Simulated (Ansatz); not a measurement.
# Rh: one candidate structure

Aim: relax Rh from this start, samarium (9R) type (R-3m, No. 166), and see where it ends.

Program: Ansatz 0.2.0. Level of theory: DFT r2SCAN, scalar-relativistic, plane waves, PAW. These are calculated values, not measurements.

### Step 1. The system as given

Symmetry: R-3m, No. 166, trigonal system. The conventional cell has a = 2.842 Å, b = 2.842 Å, c = 20.603 Å, α = 90.00°, β = 90.00°, γ = 120.00°. Around Rh (site symmetry -3m) lie 12 Rh at 2.82 to 2.84 Å. Around Rh (site symmetry 3m) lie 12 Rh at 2.82 to 2.84 Å.

As a file:

```
Rh
1.0
     1.42104    0.82044    6.86782
    -1.42104    0.82044    6.86782
     0.00000   -1.64088    6.86782
Rh
3
Cartesian
  0.0000 0.0000 0.0000
  0.0000 0.0000 4.5785
  0.0000 0.0000 16.0250
```

(A quick probe on a coarse mesh, which set the mesh and smearing, is not shown.)

### Step 3. Rough relaxation on the coarse mesh

input.yaml

```yaml
crystal:
  lattice:
    - [1.4210446743, 0.8204405252, 6.8678197437]
    - [-1.4210446743, 0.8204405252, 6.8678197437]
    - [0.0, -1.6408810505, 6.8678197437]
  atoms:
    - { symbol: Rh, position: [0.0, 0.0, 0.0] }
    - { symbol: Rh, position: [0.22222, 0.22222, 0.22222] }
    - { symbol: Rh, position: [0.77778, 0.77778, 0.77778] }
basis:
  ecutwfc: 500
kpoints:
  mp_grid: { grid: [9, 9, 9] }
hamiltonian:
  xc: r2scan
scf:
  occupations: { method: gaussian, width: 0.1 }
  lower_state_search: "off"
output:
  forces: true
  stress: true
  eigenvalues: true
relax:
  adjacent_minimum: "off"
  f_tol: 0.04
  max_steps: 70
  cell: { stress_tol: 0.4 }
```

Further runs follow: the relaxation.

**Question.** What will these runs give?

As calculated:

| quantity | value |
| --- | --- |
| cell (conventional) | a = 2.690 Å, b = 2.690 Å, c = 19.747 Å, α = 90.00°, β = 90.00°, γ = 120.00° |
| space group | R-3m (No. 166) |
| volume | 13.75 Å³/atom |
| gap on the mesh | none (metal) |

What this shows: The space group stayed R-3m, and from the first guess the volume went from 16.01 to 13.75 Å³/atom.
